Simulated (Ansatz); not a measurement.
**CH₆FGeNO: basis-set convergence**

How large a basis does CH₆FGeNO need? Two functionals are run in growing sets.

Computed with Ansatz 0.2.0, Gaussian basis. Level: one geometry, several basis sets.

Plan: PBE0-D4/def2-SVP; ωB97M-V/def2-SVP; PBE0-D4/def2-QZVPP; ωB97M-V/def2-QZVPP; the functionals' def2-TZVPP values are taken from earlier runs.

**1. The geometry**

All runs share one geometry, relaxed beforehand with PBE0-D4 in a triple-zeta def2 set.

11 atoms, charge 0, spin multiplicity 1.

Atoms are counted from 1 here; the program's logs count them from 0.

Bond lengths: N1–Ge2 1.823 Å, N1–H6 1.009 Å, N1–H7 1.008 Å, Ge2–O3 1.780 Å, Ge2–C4 1.977 Å, Ge2–H8 1.538 Å, O3–H9 0.961 Å, C4–F5 1.392 Å, C4–H10 1.093 Å, C4–H11 1.094 Å. Angles: Ge2–N1–H6 115.0°, Ge2–N1–H7 117.9°, H6–N1–H7 110.8°, N1–Ge2–O3 108.3°, N1–Ge2–C4 106.3°, N1–Ge2–H8 115.1°, O3–Ge2–C4 110.1°, O3–Ge2–H8 104.2°, C4–Ge2–H8 112.8°, Ge2–O3–H9 110.3°, Ge2–C4–F5 109.6°, Ge2–C4–H10 110.6°, Ge2–C4–H11 111.3°, F5–C4–H10 108.4°, F5–C4–H11 108.0°, H10–C4–H11 108.9°.

Geometry (Å):

```
N    -0.93408    1.37725   -0.13094
Ge   -0.40488   -0.33863   -0.44368
O     0.42469   -0.38821   -2.01796
C     0.85770   -0.80336    1.00483
F     1.32881    0.36027    1.60519
H    -0.61704    1.76815    0.74374
H    -1.89983    1.61112   -0.29817
H    -1.54778   -1.35807   -0.58663
H     0.77265    0.47989   -2.23857
H     1.71278   -1.35604    0.60732
H     0.37226   -1.40927    1.77547
```

**2. PBE0-D4 in def2-SVP**

in.yaml reads:

```yaml
crystal:
  periodic: [false, false, false]
  atoms:
    - {symbol: N, position_ang: [-0.934076, 1.377245, -0.130936]}
    - {symbol: Ge, position_ang: [-0.404882, -0.338632, -0.443684]}
    - {symbol: O, position_ang: [0.424695, -0.388209, -2.017956]}
    - {symbol: C, position_ang: [0.857703, -0.803363, 1.004825]}
    - {symbol: F, position_ang: [1.328810, 0.360272, 1.605193]}
    - {symbol: H, position_ang: [-0.617035, 1.768151, 0.743736]}
    - {symbol: H, position_ang: [-1.899826, 1.611125, -0.298170]}
    - {symbol: H, position_ang: [-1.547783, -1.358070, -0.586627]}
    - {symbol: H, position_ang: [0.772654, 0.479890, -2.238568]}
    - {symbol: H, position_ang: [1.712778, -1.356043, 0.607315]}
    - {symbol: H, position_ang: [0.372261, -1.409266, 1.775472]}
basis:
  gaussian: {orbitals: def2-SVP}
hamiltonian: {xc: pbe0, dispersion: d4}
output: {orbitals: {seedname: orbitals}}
```

Run with:

```bash
$ ansatz run in.yaml --threads 4 --pin off --events-out ev --progress --plain --max-ram 10444MiB
```

The runs that follow: ωB97M-V in def2-SVP; PBE0-D4 in def2-QZVPP; ωB97M-V in def2-QZVPP.

Q: Predict the results of all the runs planned. Wanted: PBE0-D4: double and triple zeta above quadruple; ωB97M-V: double and triple zeta above quadruple.

**Answer**, as computed:

| quantity | value |
| --- | --- |
| PBE0-D4: double and triple zeta above quadruple | 17.95, 1.66 eV |
| ωB97M-V: double and triple zeta above quadruple | 18.14, 1.61 eV |

In words: For PBE0-D4 the step from double to triple zeta gains 16.29 eV and the next only 1.66 eV. Total energies overstate the basis error of differences, where much of it tends to cancel. The LUMO of ωB97M-V is positive and keeps falling with the basis (2.87 to 1.51 eV): an unbound level that the basis holds in place.
